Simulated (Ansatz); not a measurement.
Predict the output of the script below (the Ansatz DFT code, driven from Python).

Contents of `la2brclo2.yaml`:
```yaml
crystal:
  lattice:
    - [4.143079, 0.0, 0.0]
    - [0.0, 4.143079, 0.0]
    - [0.0, 0.0, 7.305438]
  atoms:
    - { symbol: La, position: [0.0, 0.0, 0.161994] }
    - { symbol: La, position: [0.5, 0.5, 0.830482] }
    - { symbol: Br, position: [0.5, 0.5, 0.370952] }
    - { symbol: Cl, position: [0.0, 0.0, 0.641386] }
    - { symbol: O, position: [0.5, 0.0, 0.997593] }
    - { symbol: O, position: [0.0, 0.5, 0.997593] }
kpoints:
  mp_grid: { grid: [4, 4, 3] }
hamiltonian:
  xc: pbesol
scf:
  occupations: { method: fixed }
basis:
  ecutwfc: "35 Ry"
output:
  forces: true
  stress: true
```

The script, `yaml_run_la2brclo2.py`:
```python
"""La2BrClO2 from YAML text."""

from collections import Counter
import logging
import sys

import ansatz
import numpy as np
import yaml

logging.basicConfig(stream=sys.stdout, format="%(levelname)s:%(name)s:%(message)s")
logger = logging.getLogger("ansatz_job")
logger.setLevel(logging.INFO)

with open("la2brclo2.yaml") as handle:
    tree = yaml.safe_load(handle)
print("sections:", list(tree))
done = ansatz.Session.from_dict(tree).plan(threads=1).execute()
report = done.report

for key in ("converged", "n_iterations", "n_electrons", "n_kpoints", "n_pw", "n_symmetry_ops", "free_energy_ev", "fermi_energy_ev"):
    logger.info(f"{key:18s} {report[key]}")

# pressure is a third of the trace
logger.info("pressure by term (GPa)")
for term, tensor in report["stress_terms_gpa"].items():
    if np.any(tensor):
        logger.info(f"  {term:28s} {np.trace(np.array(tensor)) / 3:12.3f}")
logger.info(f"  {'total':28s} {np.trace(np.array(report['stress_gpa'])) / 3:12.3f}")

terms = report["components"]
print({name: round(terms[name], 3) for name in ("e_kinetic", "e_hartree", "e_xc", "e_local", "e_nonlocal")})

told = Counter((n["data"]["severity"], n["data"]["kind"]) for n in done.notices if n["event"] == "notice")
for (severity, kind), count in sorted(told.items()):
    logger.info(f"{severity:8s} {kind} x{count}")
```

```console
$ python yaml_run_la2brclo2.py
sections: ['crystal', 'kpoints', 'hamiltonian', 'scf', 'basis', 'output']
INFO:ansatz_job:converged          True
INFO:ansatz_job:n_iterations       7
INFO:ansatz_job:n_electrons        48.0
INFO:ansatz_job:n_kpoints          12
INFO:ansatz_job:n_pw               2969
INFO:ansatz_job:n_symmetry_ops     8
INFO:ansatz_job:free_energy_ev     -17255.056104930103
INFO:ansatz_job:fermi_energy_ev    7.171545447994936
INFO:ansatz_job:pressure by term (GPa)
INFO:ansatz_job:  kinetic                           874.252
INFO:ansatz_job:  hartree                           336.338
INFO:ansatz_job:  ewald                           -1148.555
INFO:ansatz_job:  local_pseudopotential             -17.936
INFO:ansatz_job:  nonlocal_pseudopotential          190.047
INFO:ansatz_job:  augmentation                       11.918
INFO:ansatz_job:  nlcc                             -351.662
INFO:ansatz_job:  xc                                101.832
INFO:ansatz_job:  augmentation_tail                  -0.018
INFO:ansatz_job:  scf_correction                     -0.001
INFO:ansatz_job:  pulay_correction                    0.016
INFO:ansatz_job:  total                              -3.769
{'e_kinetic': 1026.385, 'e_hartree': 789.73, 'e_xc': -791.357, 'e_local': -2167.632, 'e_nonlocal': 391.907}
INFO:ansatz_job:audit    band_cg_iterations x1
INFO:ansatz_job:audit    preconditioner_resolved x1
```

Caveats:
- Absolute energies stand on the zero of these potentials, so only differences at equal settings mean something. A total without «per atom» is that of the cell as typed.
- The energy terms are those on the plane-wave grid, with the one-centre PAW part apart; the terms shown are only some of the summands, so they needn't add up to F.
- An absolute Fermi energy rests on an arbitrary zero of the periodic potential and has no direct meaning.
- Pressure is positive in compression.
- Semilocal functionals put the empty 4f levels of La too low, which can move the conduction edge.
- The structure comes from a database of computed cells and needn't be a stable or known phase.
- Hardware and time: 5.1 s on 1 thread of Arm Neoverse V2 (shared host), peak memory 0.43 GiB.

(Lines on the test bed's own set-up are left out of the output.)
